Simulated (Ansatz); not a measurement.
# GaSb2: the cost of one run

Program: Ansatz 0.2.0. Level of theory: reference: DFT PBE, plane waves, PAW, scalar-relativistic, no spin polarisation. These are calculated values, not measurements.

## Step 1: The system as given

The structure is trigonal, space group R-3m (No. 166). The conventional cell has a = 3.628 Å, b = 3.628 Å, c = 39.048 Å, α = 90.00°, β = 90.00°, γ = 120.00°. Sb (site symmetry 3m) has 3 Ga at 2.62 Å as nearest neighbours. Sb (site symmetry 3m) has 3 Ga at 2.60 Å as nearest neighbours. Ga (site symmetry 3m) is surrounded by 6 Sb at 2.60 to 2.62 Å.

As a file:

```cif
data_structure
_symmetry_space_group_name_H-M 'P 1'
_symmetry_Int_Tables_number 1
_cell_length_a 3.6282
_cell_length_b 3.6282
_cell_length_c 13.1835
_cell_angle_alpha 97.909
_cell_angle_beta 97.909
_cell_angle_gamma 60.000
_cell_volume 148.39
loop_
_atom_site_label
_atom_site_type_symbol
_atom_site_fract_x
_atom_site_fract_y
_atom_site_fract_z
_atom_site_occupancy
Sb1 Sb 0.29000 0.29000 0.87000 1
Sb2 Sb 0.71000 0.71000 0.13000 1
Sb3 Sb 0.12300 0.12300 0.36900 1
Sb4 Sb 0.87700 0.87700 0.63100 1
Ga1 Ga 0.41700 0.41700 0.25100 1
Ga2 Ga 0.58300 0.58300 0.74900 1
```

## Step 2: Baseline

The input, input.yaml:

```yaml
crystal:
  lattice:
    - [1.814122, 3.142145, 0.0]
    - [-1.814122, 3.142145, 0.0]
    - [0.0, -2.094764, 13.015992]
  atoms:
    - { symbol: Sb, position: [0.29, 0.29, 0.87] }
    - { symbol: Sb, position: [0.71, 0.71, 0.13] }
    - { symbol: Sb, position: [0.123, 0.123, 0.369] }
    - { symbol: Sb, position: [0.877, 0.877, 0.631] }
    - { symbol: Ga, position: [0.417, 0.417, 0.251] }
    - { symbol: Ga, position: [0.583, 0.583, 0.749] }
  symmetry: { tolerance: 0.0003 }
kpoints:
  mp_grid: { grid: [6, 6, 6], shift: [0, 0, 0] }
magnetization:
  spin_polarized: false
scf:
  occupations: { method: fermi_dirac }
hamiltonian:
  pseudopotentials: { kind: paw }
  xc: pbe
basis:
  ecutwfc: 420
output:
  forces: true
  stress: true
  eigenvalues: true
```

The run is started by

```bash
$ ansatz run input.yaml --threads 1 --pin off --max-ram 2560MiB --backend cpu --events-out ev --progress --plain --runs-dir out
```

Q: Estimate wall time and peak memory on 1 thread of an x86-64 CPU, shared host.

About 14 s, with a peak of 0.56 GiB.
